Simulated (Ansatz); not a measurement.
# C4H9BO: the cost of one run

All numbers below are computed with Ansatz 0.2.0 (RKS LDA/STO-3G).

### Step 1. The starting structure

Bond lengths: C1–C2 1.325 Å, C2–C3 1.497 Å, C2–B4 1.631 Å, B4–C5 1.526 Å, C5–O6 1.418 Å, C1–H7 1.061 Å, C1–H8 1.091 Å, C3–H9 1.092 Å, C3–H10 1.155 Å, C3–H11 1.127 Å, B4–H12 1.182 Å, C5–H13 1.085 Å, C5–H14 1.063 Å, O6–H15 0.975 Å. Angles (14 of 22 angles, heavy atoms first): C1–C2–C3 120.9°, C1–C2–B4 120.1°, C3–C2–B4 119.0°, C2–B4–C5 124.1°, B4–C5–O6 110.8°, C2–C1–H7 122.6°, C2–C1–H8 117.7°, C2–C3–H9 113.6°, C2–C3–H10 109.8°, C2–C3–H11 113.0°, C2–B4–H12 114.8°, C5–B4–H12 121.0°, B4–C5–H13 107.3°, B4–C5–H14 108.7°.

Coordinates:

```xyz
15

C    -1.8188   -1.2864    0.5140
C    -0.7787   -0.4754    0.3846
C    -0.5790    0.6754    1.3214
B     0.3118   -0.7266   -0.8023
C     1.5288    0.1605   -1.0483
O     1.1323    1.4953   -1.3164
H    -2.0320   -2.0574   -0.1832
H    -2.5543   -1.0485    1.2841
H    -0.7716    1.6486    0.8651
H     0.5129    0.6876    1.6981
H    -1.1989    0.5922    2.2593
H     0.0662   -1.6356   -1.5172
H     2.1113    0.1707   -0.1331
H     2.0791   -0.2341   -1.8682
H     1.9691    1.9828   -1.4288
```

### Step 2. Preparing the start

Input file input.yaml:

```yaml
crystal:
  periodic: [false, false, false]
  atoms:
    - { symbol: C, position_ang: [-1.8188, -1.2864, 0.514] }
    - { symbol: C, position_ang: [-0.7787, -0.4754, 0.3846] }
    - { symbol: C, position_ang: [-0.579, 0.6754, 1.3214] }
    - { symbol: B, position_ang: [0.3118, -0.7266, -0.8023] }
    - { symbol: C, position_ang: [1.5288, 0.1605, -1.0483] }
    - { symbol: O, position_ang: [1.1323, 1.4953, -1.3164] }
    - { symbol: H, position_ang: [-2.032, -2.0574, -0.1832] }
    - { symbol: H, position_ang: [-2.5543, -1.0485, 1.2841] }
    - { symbol: H, position_ang: [-0.7716, 1.6486, 0.8651] }
    - { symbol: H, position_ang: [0.5129, 0.6876, 1.6981] }
    - { symbol: H, position_ang: [-1.1989, 0.5922, 2.2593] }
    - { symbol: H, position_ang: [0.0662, -1.6356, -1.5172] }
    - { symbol: H, position_ang: [2.1113, 0.1707, -0.1331] }
    - { symbol: H, position_ang: [2.0791, -0.2341, -1.8682] }
    - { symbol: H, position_ang: [1.9691, 1.9828, -1.4288] }
basis:
  gaussian: { orbitals: STO-3G }
hamiltonian:
  xc: lda
relax:
  f_tol: 0.02
  max_steps: 40
scf:
  lower_state_search: "off"
```

Run with:

```
$ ansatz run input.yaml --threads 1 --pin off --max-ram 2048MiB --backend cpu --events-out ev --progress --plain --runs-dir out
```

Q: Estimate wall time and peak memory on 1 thread of Arm Neoverse V1, shared host.

About 39 s, with a peak of 0.12 GiB.
